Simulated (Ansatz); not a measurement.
**ZrB2: how the settings move a single-point run**

Question: which choices in the input matter for ZrB2?

Computed with Ansatz 0.2.0 (reference: DFT, PBEsol, PAW with Ansatz's default frozen-core files, scalar-relativistic, unless a step's input says otherwise).

**1. Starting point**

The structure is hexagonal, space group P6/mmm (No. 191). The conventional cell has a = 3.155 Å, b = 3.155 Å, c = 3.508 Å, α = 90.00°, β = 90.00°, γ = 120.00°. Zr (site symmetry 6/mmm) is surrounded by 12 B at 2.53 Å. Around B (site symmetry -6m2) lie 3 B at 1.82 Å and 6 Zr at 2.53 Å.

Structure file:

```cif
data_structure
_symmetry_space_group_name_H-M 'P 1'
_symmetry_Int_Tables_number 1
_cell_length_a 3.1545
_cell_length_b 3.1545
_cell_length_c 3.5079
_cell_angle_alpha 90.000
_cell_angle_beta 90.000
_cell_angle_gamma 120.000
_cell_volume 30.23
loop_
_atom_site_label
_atom_site_type_symbol
_atom_site_fract_x
_atom_site_fract_y
_atom_site_fract_z
_atom_site_occupancy
Zr1 Zr 0.00000 0.00000 0.00000 1
B1 B 0.33333 0.66667 0.50000 1
B2 B 0.66667 0.33333 0.50000 1
```

**2. Baseline**

Input file input.yaml:

```yaml
crystal:
  lattice:
    - [3.1545330261, 0.0, 0.0]
    - [-1.5772665131, 2.7319057377, 0.0]
    - [0.0, 0.0, 3.5079105588]
  atoms:
    - { symbol: Zr, position: [0.0, 0.0, 0.0] }
    - { symbol: B, position: [0.3333333333, 0.6666666667, 0.5] }
    - { symbol: B, position: [0.6666666667, 0.3333333333, 0.5] }
kpoints:
  mp_grid: { grid: [13, 13, 10] }
scf:
  occupations: { method: fermi_dirac, width: 0.05 }
hamiltonian:
  xc: pbesol
  pseudopotentials: { kind: paw }
output:
  forces: true
  stress: true
  eigenvalues: true
  populations: true
  write_density: true
  write_potential: true
  elf: true
  volumetric_format: npy
```

Started as:

```console
$ ansatz run input.yaml --threads 1 --pin off --max-ram 3072MiB --backend cpu --events-out ev --progress --plain --runs-dir out
```

**3. Changed: mp_grid.grid [6, 6, 5], ecutwfc 400 eV**

Edit input.yaml of step 2 so:

```diff
@@ -10,3 +10,3 @@
 kpoints:
-  mp_grid: { grid: [13, 13, 10] }
+  mp_grid: { grid: [6, 6, 5] }
 scf:
@@ -21,5 +21,3 @@
   populations: true
-  write_density: true
-  write_potential: true
-  elf: true
-  volumetric_format: npy
+basis:
+  ecutwfc: "400 eV"
```

**Question.** What will these runs give? Wanted: for each run, ending; energy change; pressure; gap; force.

As calculated:

```tsv
run	ending	energy change	pressure (GPa)	gap (eV)	force (eV/Å)	cycles	time
reference	converged	0	0.0	0.00	0.00	6	2 s
1: mp_grid.grid [6, 6, 5], ecutwfc 400 eV	converged	+16.8 meV/atom	0.2	0.00	0.00	6	0.62 s
```

Times don't compare one to one where runs were asked for different outputs or read a saved state (see the inputs); cycles may leave out searches for a lower state.

Residual by cycle in the longest SCF loop of each run; runs are numbered as in the table. The quantity is the density residual dr2, in eV.

```tsv
cycle	reference	run 1
1	0.0113	0.0148
2	0.0059	0.00133
3	1.5e-4	9.8e-6
4	4.4e-6	6.7e-7
5	3.6e-7	3.6e-9
6	1.6e-8	5.8e-11
```

What this shows: Changing the k-point mesh and cutoff moves the energy by +16.8 meV/atom. More than one kind of setting changed, and this run alone doesn't tell their shares apart. The log warns that the cutoff is under what these potentials recommend, so the shift holds truncation error. Run 1 ran under the cutoff that the potentials recommend, as the log warns, so basis error is mixed into its values.
